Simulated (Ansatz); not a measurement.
# Zn8O6F: the cost of one run

All numbers below are computed with Ansatz 0.2.0 (DFT PBE+D3(BJ), plane waves, PAW, scalar-relativistic, no spin polarisation).

1 further run of the same task is left out (it didn't finish).

## (1) The structure to begin with

The cell holds 15 atoms (FO6Zn8): a = 6.499 Å, b = 5.628 Å, c = 5.205 Å, α = 90.00°, β = 90.00°, γ = 90.00°.

Structure file:

```xyz
15
Lattice="-3.2494 -5.6281 0.0000 4.8741 -2.8141 0.0000 0.0000 0.0000 5.2054" Properties=species:S:1:pos:R:3 pbc="T T T"
Zn    0.0507   -3.7888   -0.0118
Zn    1.6302   -4.7263    2.6059
O    -0.0128   -3.7166    1.9265
O     1.5912   -4.7022    4.5586
Zn    3.2056   -3.7387   -0.0215
Zn   -0.0020   -1.9274    2.6109
O     3.2660   -3.7805    1.9765
Zn    1.6137   -0.9826    0.0398
Zn    3.2485   -1.8388    2.5882
F     1.6284   -0.9474    2.0333
O     3.1964   -1.8545    4.6057
Zn    1.6150   -6.5282   -0.0276
Zn   -1.5423   -4.7027    2.6141
O     1.6900   -6.5775    2.0470
O    -1.6530   -4.6897    4.5522
```

## (2) End point A

input.yaml

```yaml
crystal:
  lattice:
    - [-3.2494, -5.628126, 0.0]
    - [4.8741, -2.814063, 0.0]
    - [0.0, 0.0, 5.2054]
  atoms:
    - { symbol: Zn, position: [0.5009905, 0.3444012, -0.0022603] }
    - { symbol: Zn, position: [0.5044025, 0.6707315, 0.5006218] }
    - { symbol: O, position: [0.4962494, 0.3282117, 0.3700971] }
    - { symbol: O, position: [0.5041871, 0.6625793, 0.8757377] }
    - { symbol: Zn, position: [0.2515867, 0.8254099, -0.0041346] }
    - { symbol: Zn, position: [0.2570036, 0.1709236, 0.5015767] }
    - { symbol: O, position: [0.2525183, 0.8384085, 0.379695] }
    - { symbol: Zn, position: [0.0067893, 0.3356023, 0.0076437] }
    - { symbol: Zn, position: [-0.0049008, 0.6632212, 0.4972113] }
    - { symbol: F, position: [0.0009592, 0.3347339, 0.3906061] }
    - { symbol: O, position: [0.0012038, 0.6565906, 0.884786] }
    - { symbol: Zn, position: [0.7456878, 0.8284584, -0.0053015] }
    - { symbol: Zn, position: [0.745339, 0.1804564, 0.5021807] }
    - { symbol: O, position: [0.7464917, 0.8443839, 0.393237] }
    - { symbol: O, position: [0.7521187, 0.1622778, 0.8745139] }
total_charge: 1
basis:
  ecutwfc: 420.0
kpoints:
  mp_grid: { grid: [2, 3, 3] }
hamiltonian:
  xc: pbe
  dispersion: d3bj
  pseudopotentials: { kind: paw, azcp: { folder: soft_1 } }
scf:
  occupations: { method: fermi_dirac, width: 0.05 }
  lower_state_search: "off"
relax:
  f_tol: 0.03
  max_steps: 60
  adjacent_minimum: "off"
```

Command:

```bash
$ ansatz run input.yaml --threads 2 --pin off --max-ram 5120MiB --backend cpu --events-out ev --progress --plain --runs-dir out
```

What time and memory should one allow on 2 threads of Arm Neoverse V1, shared host?

About 61 s, with a peak of 0.53 GiB.
